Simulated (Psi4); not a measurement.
# GaPH4 (SMILES [PH2][GaH2]), step by step

Aim: a structure relaxation (B97-3c/def2-mTZVP), then vibrational wavenumbers of GaPH4. 

The calculation is run with Psi4 1.11.

**1. Starting point**

GaPH4: 6 atoms, total charge 0, spin state singlet. SMILES: `[PH2][GaH2]`. Geometry: a GFN2-xTB relaxation, a rough one for these elements and not checked as a minimum. The run starts from this shape.

Bond lengths: P1–Ga2 2.331 Å, P1–H3 1.404 Å, P1–H4 1.403 Å, Ga2–H5 1.599 Å, Ga2–H6 1.592 Å. Angles: P1–Ga2–H5 125.6°, P1–Ga2–H6 126.0°, Ga2–P1–H3 89.9°, Ga2–P1–H4 89.8°, H5–Ga2–H6 108.4°, H3–P1–H4 91.5°.

**2. A geometry optimisation at B97-3c/def2-mTZVP (density fitting) (run 1)**

gah4p.xyz reads:

```xyz
6
GaH4P
P     -0.669110    -1.333910     0.250930
Ga    -0.065680     0.909150     0.060020
H      0.593750    -1.624770     0.792310
H     -0.203860    -1.564710    -1.052890
H      0.702380     1.562830    -1.180390
H     -0.357480     2.051420     1.130020
```

calc.py reads:

```python
import psi4

psi4.set_memory('1600 MB')
psi4.set_num_threads(1)
psi4.set_output_file('psi4.out', False)

with open('gah4p.xyz') as f:
    atoms = ''.join(f.readlines()[2:])
geom = psi4.geometry('0 1\n' + atoms + '')

psi4.set_options(dict(geom_maxiter=60))

result = psi4.optimize("b97-3c")
print(f'b97-3c energy: {result:.10f} Eh')
print(geom.to_string(dtype='xyz', units='Angstrom'))
for k, v in sorted(psi4.core.scalar_variables().items()):
    print(f'{k:45s} {v:18.10f}')
```

Command:

```console
$ python calc.py
```

psi4.out:

```text
[...]
  Running in c1 symmetry.
[...]
  Nuclear repulsion =  155.081785204724724
[...]
  Multiplicity = 1
[...]
  Nalpha       = 25
  Nbeta        = 25
[...]
    Number of basis functions: 70
[...]
   @DF-RKS iter   1: -2266.81894532182787   -9.29180e-01   4.80193e-02 ADIIS/DIIS
[...]
   @DF-RKS iter   7: -2269.18280027153378   -9.09495e-13   3.00281e-09 DIIS
[...]
    Orbital Energies [Eh]
    ---------------------
    Doubly Occupied:
       1A   -370.794093     2A    -76.281768     3A    -45.414197
       4A    -40.292911     5A    -40.289024     6A    -40.288563
       7A     -6.343866     8A     -5.293904     9A     -4.567102
      10A     -4.565203    11A     -4.562519    12A     -3.631317
      13A     -3.620266    14A     -3.618808    15A     -0.763277
      16A     -0.758774    17A     -0.757331    18A     -0.753984
      19A     -0.753433    20A     -0.576944    21A     -0.402950
      22A     -0.358020    23A     -0.285480    24A     -0.274017
      25A     -0.225108
[...]
  @DF-RKS Final Energy: -2269.18280027153378
   => Energetics <=
    Nuclear Repulsion Energy =            155.8442653016727206
    One-Electron Energy =               -3470.4912534623040301
    Two-Electron Energy =                1145.8926915607462433
    DFT Exchange-Correlation Energy =    -100.4092295228480367
    Empirical Dispersion Energy =          -0.0192741488007038
    VV10 Nonlocal Energy =                  0.0000000000000000
    Total Energy =                      -2269.1828002715337789
[...]
 Multipole Moments:
 ------------------------------------------------------------------------------------
     Multipole            Electronic (a.u.)      Nuclear  (a.u.)        Total (a.u.)
 ------------------------------------------------------------------------------------
 L = 1.  Multiply by 2.5417464519 to convert [e a0] to [Debye]
 Dipole X            :         -0.1321313            0.4841758            0.3520444
 Dipole Y            :          4.1205281           -4.1033859            0.0171422
 Dipole Z            :         -0.1423195            0.1645419            0.0222224
 Magnitude           :                                                    0.3531614
[...]
  -Total Gradient:
     Atom            X                  Y                   Z
    ------   -----------------  -----------------  -----------------
       1        0.000094171680     0.000043445961    -0.000024872625
       2       -0.000019151305    -0.000045593965     0.000015135549
       3       -0.000001011286     0.000026730053    -0.000003293273
       4       -0.000033752799    -0.000013935400     0.000022651622
       5        0.000012387780     0.000042111565    -0.000008587204
       6        0.000004627081     0.000012623322     0.000001088155
[...]
    Final optimized geometry and variables:
    Molecular point group: c1
    Full point group: C1
    Geometry (in Angstrom), charge = 0, multiplicity = 1:
    P           -0.474491808194    -1.516241509006     0.015973966786
    GA           0.192805942122     0.696083721498    -0.009050302755
    H            0.300000051542    -1.915443197430     1.135543968218
    H            0.440382296424    -1.984455488882    -0.961887506755
    H            0.421210338650     1.404984885502    -1.386950984999
    H            0.235015015326     1.488522766871     1.341316212044
[...]
```

On the terminal:

```text
Optimizer: Optimization complete!
b97-3c energy: -2269.1828002715 Eh
6
0 1 GaH4P
P                    -0.474491808194    -1.516241509006     0.015973966786
Ga                    0.192805942122     0.696083721498    -0.009050302755
H                     0.300000051542    -1.915443197430     1.135543968218
H                     0.440382296424    -1.984455488882    -0.961887506755
H                     0.421210338650     1.404984885502    -1.386950984999
H                     0.235015015326     1.488522766871     1.341316212044

B973C DISPERSION CORRECTION ENERGY                 -0.0091616649
CURRENT ENERGY                                  -2269.1828002715
CURRENT REFERENCE ENERGY                        -2269.1828002715
DD SOLVATION ENERGY                                 0.0000000000
DFT FUNCTIONAL TOTAL ENERGY                     -2269.1635261227
DFT TOTAL ENERGY                                -2269.1828002715
DFT VV10 ENERGY                                     0.0000000000
DFT XC ENERGY                                    -100.4092295228
DISPERSION CORRECTION ENERGY                       -0.0091616649
GRID ELECTRONS ALPHA                               24.9999992474
GRID ELECTRONS BETA                                24.9999992474
GRID ELECTRONS TOTAL                               49.9999984948
NUCLEAR REPULSION ENERGY                          155.8442653017
ONE-ELECTRON ENERGY                             -3470.4912534623
OPTIMIZATION ITERATIONS                            11.0000000000
PCM POLARIZATION ENERGY                             0.0000000000
PE ENERGY                                           0.0000000000
SCF ITERATION ENERGY                            -2269.1828002715
SCF ITERATIONS                                      7.0000000000
SCF TOTAL ENERGY                                -2269.1828002715
TWO-ELECTRON ENERGY                              1145.8926915607
XC GRID RADIAL POINTS                              75.0000000000
XC GRID SPHERICAL POINTS                          302.0000000000
XC GRID TOTAL POINTS                           130579.0000000000
```

It took 76 s on 1 thread of AMD EPYC 7R43 (Zen 3), shared host; peak memory 0.49 GiB.

Steps, from the record of the run:

```tsv
step	energy from the first frame kept (eV)	largest force (eV/Å)
0	0.0000	0.8382
1	-0.0836	0.4297
2	-0.0517	0.9116
3	-0.1419	0.3748
4	-0.1691	0.5043
5	-0.1845	0.1406
6	-0.1875	0.0826
7	-0.1889	0.0476
8	-0.1891	0.0170
9	-0.1891	0.0070
10	-0.1891	0.0055
```

After the run. Bond lengths: P1–Ga2 2.311 Å, P1–H3 1.419 Å, P1–H4 1.419 Å, Ga2–H5 1.566 Å, Ga2–H6 1.566 Å. Angles: P1–Ga2–H5 119.0°, P1–Ga2–H6 118.9°, Ga2–P1–H3 96.9°, Ga2–P1–H4 97.0°, H5–Ga2–H6 121.7°, H3–P1–H4 95.7°.

**3. The harmonic vibrations at B97-3c/def2-mTZVP (density fitting) (run 2)**

gah4p.xyz reads:

```xyz
6
GaH4P
P     -0.710335    -1.306721     0.127546
Ga    -0.043037     0.905604     0.102522
H      0.064157    -1.705923     1.247116
H      0.204539    -1.774935    -0.850315
H      0.185367     1.614505    -1.275379
H     -0.000828     1.698043     1.452888
```

calc.py reads:

```python
import psi4

psi4.set_memory('1600 MB')
psi4.set_num_threads(1)
psi4.set_output_file('psi4.out', False)

with open('gah4p.xyz') as f:
    atoms = ''.join(f.readlines()[2:])
m = psi4.geometry('0 1\n' + atoms + '')

psi4.set_options({
    't': 600.0,
    'rotational_symmetry_number': 1,
})

e_tot = psi4.frequencies("b97-3c")
print('E =', round(e_tot, 9))
for k in ('ZPVE', 'ENTHALPY', 'GIBBS FREE ENERGY'):
    print(f'{k}: {psi4.variable(k):.8f} Eh')
```

Command:

```console
$ python calc.py
```

psi4.out, cut to the lines that bear on the results:

```text
[...]
  Running in c1 symmetry.
[...]
  Nuclear repulsion =  155.844276565906910
[...]
  Multiplicity = 1
[...]
  Nalpha       = 25
  Nbeta        = 25
[...]
    Number of basis functions: 70
[...]
   @DF-RKS iter   1: -2266.73188921869496   -8.23722e-01   4.85998e-02 DIIS/ADIIS
[...]
   @DF-RKS iter  13: -2269.18279893040744    1.81899e-12   4.06180e-09 DIIS
[...]
  @DF-RKS Final Energy: -2269.18279893040744
   => Energetics <=
    Nuclear Repulsion Energy =            155.8674090693985761
    One-Electron Energy =               -3470.5384105220318816
    Two-Electron Energy =                1145.9173007408076046
    DFT Exchange-Correlation Energy =    -100.4098021154218827
    Empirical Dispersion Energy =          -0.0192961031596483
    VV10 Nonlocal Energy =                  0.0000000000000000
    Total Energy =                      -2269.1827989304074435
[...]
 Multipole Moments:
[...]
  -Total Gradient:
     Atom            X                  Y                   Z
    ------   -----------------  -----------------  -----------------
       1        0.000086503549     0.000027975463    -0.000025147795
       2        0.000049303514     0.000294801670     0.000002676567
       3        0.000000043760     0.000028966612    -0.000003225632
       4       -0.000033263573    -0.000011735289     0.000022237568
       5       -0.000045887327    -0.000111540754     0.000395558157
       6        0.000001020828    -0.000160525420    -0.000390075825
[...]
  ==> Harmonic Vibrational Analysis <==
[...]
  Freq [cm^-1]                 238.2900            337.9662            363.6160
[...]
  IR activ [km/mol]             4.6550             15.9770             30.1731
[...]
  Freq [cm^-1]                 439.1325            619.6993            681.5664
[...]
  IR activ [km/mol]            35.1285             50.6808              2.8979
[...]
  Freq [cm^-1]                 733.5786           1103.3021           1901.1536
[...]
  IR activ [km/mol]            212.2191            27.8648             153.7858
[...]
  Freq [cm^-1]                1919.5397           2346.2813           2365.3689
[...]
  IR activ [km/mol]            248.4616            48.2397             57.1638
[...]
  Total E_0, Enthalpy at 0 [K]                                                        -2269.15307134 [Eh]
[...]
  Total H, Enthalpy at  600.00 [K]                                                    -2269.13765298 [Eh]
[...]
```

On the terminal:

```text
Warning: used thermodynamics relations inappropriate for low-frequency modes: ['238.2900' '337.9662' '363.6160' '439.1325' '619.6993']
E = -2269.182800272
ZPVE: 0.02972894 Eh
ENTHALPY: -2269.13765298 Eh
GIBBS FREE ENERGY: -2269.21711796 Eh
```

It took 4.1 min on 1 thread of AMD EPYC 7R43 (Zen 3), shared host; peak memory 0.5 GiB.

**4. Results**

```
                                                                        quantity             value
                               run 1, B97-3c/def2-mTZVP: total energy at the end    -2269.18280 Eh
                                         run 1, B97-3c/def2-mTZVP: dipole moment            0.90 D
                                           run 1, B97-3c/def2-mTZVP: HOMO energy          -6.13 eV
                                           run 1, B97-3c/def2-mTZVP: LUMO energy          -2.38 eV
                                         run 1, B97-3c/def2-mTZVP: HOMO–LUMO gap           3.75 eV
                            run 2, B97-3c/def2-mTZVP: lowest harmonic wavenumber          238 cm⁻¹
                           run 2, B97-3c/def2-mTZVP: highest harmonic wavenumber         2365 cm⁻¹
                                     run 2, B97-3c/def2-mTZVP: zero-point energy       78.1 kJ/mol
run 2, B97-3c/def2-mTZVP: ideal-gas entropy at 600 K (symmetry number 1 as used)  83.1 cal/(mol K)
```

In words: The optimisation (run 1, B97-3c/def2-mTZVP) took 11 steps and changed the energy by -0.189 eV. All 12 modes (run 2, B97-3c/def2-mTZVP) are real, so the shape is a minimum at this level.
